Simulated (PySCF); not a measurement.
# Br4Sm ([SmBr4]-): the cost of one run

Computed with PySCF 2.14.0 and routines of our own; the level stands in each step. Atoms count from 0.

### 1 The system as given

5 atoms, charge -1, states of the metal's open shell are computed; geometry from: model geometry, bond lengths from ionic radii.

### 2 Ligand-field states: state-averaged CASSCF

The job: settings as JSON, then the geometry in Å.

```
{"job": {"kind": "lf", "basis": {"metal": "x2c-TZVPall", "ligand": "x2c-SVPall"}, "nevpt": false, "roots": {"6": 21, "4": 128, "2": 130}}, "charge": -1, "metal": "Sm", "open_shell": "f5"}
Sm     0.000000     0.000000     0.000000
Br     1.557691     1.557691     1.557691
Br    -1.557691    -1.557691     1.557691
Br    -1.557691     1.557691    -1.557691
Br     1.557691    -1.557691    -1.557691
```

Method: state-averaged CASSCF of the metal f shell, state-interaction spin-orbit coupling.

Launch:

```
> OMP_NUM_THREADS=1 python lf_run.py task.json out
```

One launch serves the whole session: the jobs run in the order shown.

**Question.** How long does this first job take on 1 thread of Intel Xeon 6975P-C, shared host, and how much memory does it need?

About 49 s, with a peak of 0.78 GiB.
